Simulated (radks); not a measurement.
# Excited configurations of Xe³¹⁺

One table from this session's results is given with a row withheld; the runs are named, their logs left out.

Method: scalar-relativistic Kohn-Sham, PBE, spin-polarised, spherical densities, finite nucleus; open shells are filled with parallel spins first. Code: radks (a radial shooting solver on a logarithmic mesh, Libxc functionals) version 1.

### The system

* element: xenon (Z = 54)
* charge: +31
* electrons: 23
* configuration: [Ar] 3d5
* nuclear rms radius: 4.7859 fm

Outer shells as boxes (Hund's rule):

Xe³¹⁺
```
[Ar] core
3d [↑ ][↑ ][↑ ][↑ ][↑ ]
```

The first run:

Input:

```text
Z 54
configuration [Ar] 3d5
relativity scalar-relativistic
functional pbe,pbe
spin polarised
nucleus finite rms 4.7859 fm
c 137.035999084
```

Among the steps run: Ground configuration: [Ar] 3d5.

One table of the session follows, with a row left open; its other results are not shown here.

It belongs to the step «Ground configuration: [Ar] 3d5». Radial moments (bohr):

```
  level      <r>  outermost maximum (interpolated)  90 % within  nodes
  2p up  0.09979                            0.0777        0.162      0
2p down        ?                                 ?            ?      ?
  3s up   0.2902                             0.270        0.423      2
3s down   0.2912                             0.271        0.424      2
  3p up   0.2845                             0.262        0.423      1
3p down   0.2857                             0.263        0.425      1
  3d up   0.2553                             0.212        0.393      0
3d down   0.2568                             0.213        0.396      0
```

Q: Estimate the row for 2p down from the others.

As computed: <r>: 0.09959; outermost maximum (interpolated): 0.0775; 90 % within: 0.162; nodes: 0. In the column «<r>» it is the lowest.

Limits of these values: Open shells are spherical and high-spin; term and fine-structure splittings are not resolved.
